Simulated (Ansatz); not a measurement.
**C₂H₅GaO: how energies converge with the basis set**

One table from this session's results is given with a row withheld; the runs are named, their logs left out.

Program: Ansatz 0.2.0, Gaussian basis. Level of theory: one geometry, several basis sets. These are calculated values, not measurements.

Levels to be run: PBE0-D4/def2-SVP; ωB97M-V/def2-SVP; PBE0-D4/def2-QZVPP; ωB97M-V/def2-QZVPP; the functionals' def2-TZVPP values are taken from earlier runs.

### Structure used throughout

The geometry comes from an earlier relaxation with PBE0-D4 in a triple-zeta def2 set; it is a stationary point, not always the lowest conformer.

9 atoms, charge 0, spin multiplicity 1.

Atoms are counted from 1 here; the program's logs count them from 0.

Bond lengths: C1–C3 1.515 Å, C1–H5 1.093 Å, C1–H6 1.094 Å, C1–H7 1.093 Å, Ga2–O4 1.788 Å, C3–O4 1.392 Å, C3–H8 1.099 Å, C3–H9 1.099 Å. Angles: C3–C1–H5 110.6°, C3–C1–H6 110.7°, C3–C1–H7 110.6°, H5–C1–H6 108.3°, H5–C1–H7 108.3°, H6–C1–H7 108.2°, C1–C3–O4 112.4°, C1–C3–H8 109.6°, C1–C3–H9 109.6°, O4–C3–H8 109.2°, O4–C3–H9 109.2°, H8–C3–H9 106.7°, Ga2–O4–C3 162.5°.

Set-up of the first run:

The input, in.yaml:

```yaml
crystal:
  periodic: [false, false, false]
  atoms:
    - {symbol: C, position_ang: [-0.068627, 0.977409, -0.160107]}
    - {symbol: Ga, position_ang: [-0.754100, -2.501190, -1.455348]}
    - {symbol: C, position_ang: [0.292187, -0.313764, 0.545193]}
    - {symbol: O, position_ang: [-0.081629, -1.439005, -0.184616]}
    - {symbol: H, position_ang: [0.429371, 1.037008, -1.131122]}
    - {symbol: H, position_ang: [0.237037, 1.842282, 0.435219]}
    - {symbol: H, position_ang: [-1.147701, 1.037926, -0.322672]}
    - {symbol: H, position_ang: [-0.193435, -0.343249, 1.530162]}
    - {symbol: H, position_ang: [1.375295, -0.343817, 0.726291]}
basis:
  gaussian: {orbitals: def2-SVP}
hamiltonian: {xc: pbe0, dispersion: d4}
output: {orbitals: {seedname: orbitals}}
```

Launch:

```bash
ansatz run in.yaml --threads 2 --pin off --events-out ev --progress --plain --max-ram 4352MiB
```

Steps of the session up to this table: PBE0-D4 in def2-SVP; ωB97M-V in def2-SVP; PBE0-D4 in def2-QZVPP; ωB97M-V in def2-QZVPP.

One table of the session follows, with a row left open; its other results are not shown here.

It belongs to the step «Density functionals: the series». 

| functional | basis | HOMO (eV) |
| --- | --- | --- |
| PBE0-D4 | def2-SVP | -7.11 |
| PBE0-D4 | def2-TZVPP | -7.15 |
| PBE0-D4 | def2-QZVPP | -7.17 |
| ωB97M-V | def2-SVP | -9.31 |
| ωB97M-V | def2-TZVPP | ? |
| ωB97M-V | def2-QZVPP | -9.40 |

Q: Estimate the row for ωB97M-V, def2-TZVPP from the others.

As computed: HOMO (eV): -9.36. In the column «HOMO (eV)» it lies between ωB97M-V, def2-QZVPP (-9.40) and ωB97M-V, def2-SVP (-9.31).
